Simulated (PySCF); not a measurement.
# [DyH2]+: other functionals and bases at one geometry

Aim: see how levels, charges and forces of [DyH2]+ depend on the level of theory. The structure is generated, not taken from experiment.

Program: PySCF 2.14.0. Level of theory: several levels, as the steps say, no spin–orbit coupling. These are calculated values, not measurements.

1 further run of the same task is left out (for a known fault of the program).

## (1) Where the work starts

3 atoms, charge 1, spin multiplicity 1.

Bond lengths: Dy1–H2 1.907 Å, Dy1–H3 1.907 Å. Angles: H2–Dy1–H3 104.7°.

As a file:

```xyz
3

Dy    0.0000    0.0000   -0.1922
H     1.5097    0.0000    0.9734
H    -1.5097    0.0000    0.9734
```

Formal oxidation states: Dy +3. Each metal's 9 4f electrons lie in its core potential, so multiplicities, spins and levels count the valence alone. An earlier session relaxed this geometry at PBE0, Dy lcecp-1-SVP with ECP55, H def2-SVP (singlet, point group C2v).

At PBE0 on the finer grid: E = -37.936600 Eh, HOMO -12.80 eV, LUMO -7.85 eV, Mulliken charge on Dy1 +1.20 e, largest force component 0.003 eV/Å. 

Levels to run: TPSSh; CAM-B3LYP; PBE0, TZVP. Hardware: 2 threads of Arm Neoverse V1, shared host.

## (2) TPSSh

run.py (the lines that set the calculation) reads:

```python
mol = gto.M(atom='''
Dy     0.00000     0.00000    -0.19222
H      1.50974     0.00000     0.97343
H     -1.50974     0.00000     0.97343''',
    basis={'Dy': 'lcecp-1-SVP', 'H': 'def2-SVP'},
    ecp={'Dy': 'lcecp-1-SVP'},
    charge=1, spin=0)
mf = dft.RKS(mol, xc='TPSSH')
mf.grids.atom_grid = (75, 302)  # f atoms: unpruned, at least (60, 302)
mf = mf.density_fit()  # fitting sets: Dy AutoAux, H def2-universal-JKFIT
mf.conv_tol = 1e-08; mf.max_cycle = 55
mf.kernel(dm0)  # dm0: the density of the relaxed state
```

Command:

```console
$ OMP_NUM_THREADS=2 python run.py
```

## (3) CAM-B3LYP

run.py (the lines that set the calculation): that of step 2 with these lines changed.

```diff
@@ -7,3 +7,3 @@
     charge=1, spin=0)
-mf = dft.RKS(mol, xc='TPSSH')
+mf = dft.RKS(mol, xc='CAMB3LYP')
 mf.grids.atom_grid = (75, 302)  # f atoms: unpruned, at least (60, 302)
```

## (4) PBE0, TZVP

Basis: Dy lcecp-1-TZVP with ECP55, H def2-TZVP. 

run.py (the lines that set the calculation) reads:

```python
mol = gto.M(atom='''
Dy     0.00000     0.00000    -0.19222
H      1.50974     0.00000     0.97343
H     -1.50974     0.00000     0.97343''',
    basis={'Dy': 'lcecp-1-TZVP', 'H': 'def2-TZVP'},
    ecp={'Dy': 'lcecp-1-TZVP'},
    charge=1, spin=0)
mf = dft.RKS(mol, xc='PBE0')
mf.grids.atom_grid = (75, 302)  # f atoms: unpruned, at least (60, 302)
mf = mf.density_fit()  # fitting sets: Dy AutoAux, H def2-universal-JKFIT
mf.conv_tol = 1e-08; mf.max_cycle = 55
mf.kernel(dm0)  # dm0: free metal ions and neutral atoms
```

What does the calculation give? Wanted: for each run, HOMO; gap; charge on Dy1; dipole; largest force.

As calculated:

| level | state | HOMO (eV) | gap (eV) | charge on Dy1 (e) | dipole (D) | largest force (eV/Å) | basis functions | time |
| --- | --- | --- | --- | --- | --- | --- | --- | --- |
| PBE0 (relaxed here) | singlet | -12.80 | 4.95 | 1.20 | 4.36 | 0.00 | 43 | 1.8 s |
| TPSSh | singlet | -12.23 | 4.06 | 1.26 | 4.43 | 0.05 | 43 | 1.1 s |
| CAM-B3LYP | singlet | -14.15 | 7.06 | 1.20 | 4.60 | 0.07 | 43 | 1.2 s |
| PBE0, TZVP | singlet | -12.79 | 4.97 | 1.27 | 4.44 | 0.06 | 59 | 3.4 s |

Times are on 2 threads of Arm Neoverse V1, shared host; the first row also made further properties. The dipole of a charged species depends on the origin, so these sizes hold for this origin alone.

In one basis the HOMO–LUMO gap runs from 4.06 eV (TPSSh) to 7.06 eV (CAM-B3LYP). The largest leftover force, 0.07 eV/Å with CAM-B3LYP, stands at a geometry relaxed at another level. The Mulliken charge on Dy spans +1.20 to +1.27 e over the levels. With 4f in the core, its levels are missing from HOMO and gap. Total energies of different levels can't be compared. Spin–orbit coupling is left out throughout.
